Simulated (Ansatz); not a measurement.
What does this script print? It uses Ansatz 0.2.0, Python API.

`f2gah.py`
```python
import ansatz as az

GEOMETRY = """
F    -0.92660   -0.45870    1.13730
Ga    0.05780    0.10080   -0.26060
F     1.65720   -0.41330    0.33530
H    -0.73280    0.71100   -1.23230
"""


def main() -> None:
    system = az.Crystal.molecule()
    for line in GEOMETRY.strip().splitlines():
        symbol, *xyz = line.split()
        system = system.atom(symbol, [float(v) for v in xyz])

    calculation = (
        system.calculation()
        .basis(gaussian="def2-SVP")
        .correlation(active_electrons=4, active_orbitals=4)
    )
    for method in [None, "sc_nevpt2"]:
        data = (calculation if method is None else calculation.correlation(method)).run().report
        space = data["configurations"]
        state = space["states"][0]
        print(method or "casscf", f"total {data['free_energy_ev'] / 27.211386246:.6f} Ha, active-space state {state['energy']['hartree']:.6f} Ha, mean field {data['reference_energy_ev'] / 27.211386246:.6f} Ha")
        print("  determinants", state["n_determinants"], " natural occupations", [round(n, 3) for n in space["natural_occupations"]])
    print("effectively unpaired electrons, sum of min(n, 2 - n):", round(sum(min(n, 2 - n) for n in space["natural_occupations"]), 3))


if __name__ == "__main__":
    main()
```

```console
$ python f2gah.py
casscf total -2122.407886 Ha, active-space state -2122.407886 Ha, mean field -2122.354154 Ha
  determinants 36  natural occupations [1.983, 1.977, 0.024, 0.017]
RunWarning: the results are in doubt because another end's mean lies 0.565 eV lower, and its corrected mean 0.275 eV higher
sc_nevpt2 total -2122.941549 Ha, active-space state -2122.387116 Ha, mean field -2122.354154 Ha
  determinants 36  natural occupations [1.983, 1.977, 0.027, 0.012]
effectively unpaired electrons, sum of min(n, 2 - n): 0.079
```
(Warnings from the package without file and line.)

Notes:
- Total energies depend on the basis set; only differences at equal settings carry meaning.
- The geometry is a force-field or estimated start, not a minimum of this method, and the basis set is short of its limit. The active space starts as a window about the frontier orbitals and is then optimised, not chosen by chemistry.
- A lower CASSCF solution was found and passed over, so the printed active-space state isn't the lowest.
- Hardware and time: 32 s on 1 thread of Arm Neoverse V1 (shared host), peak memory 0.21 GiB.

(Lines on the test bed's own set-up are left out of the output.)
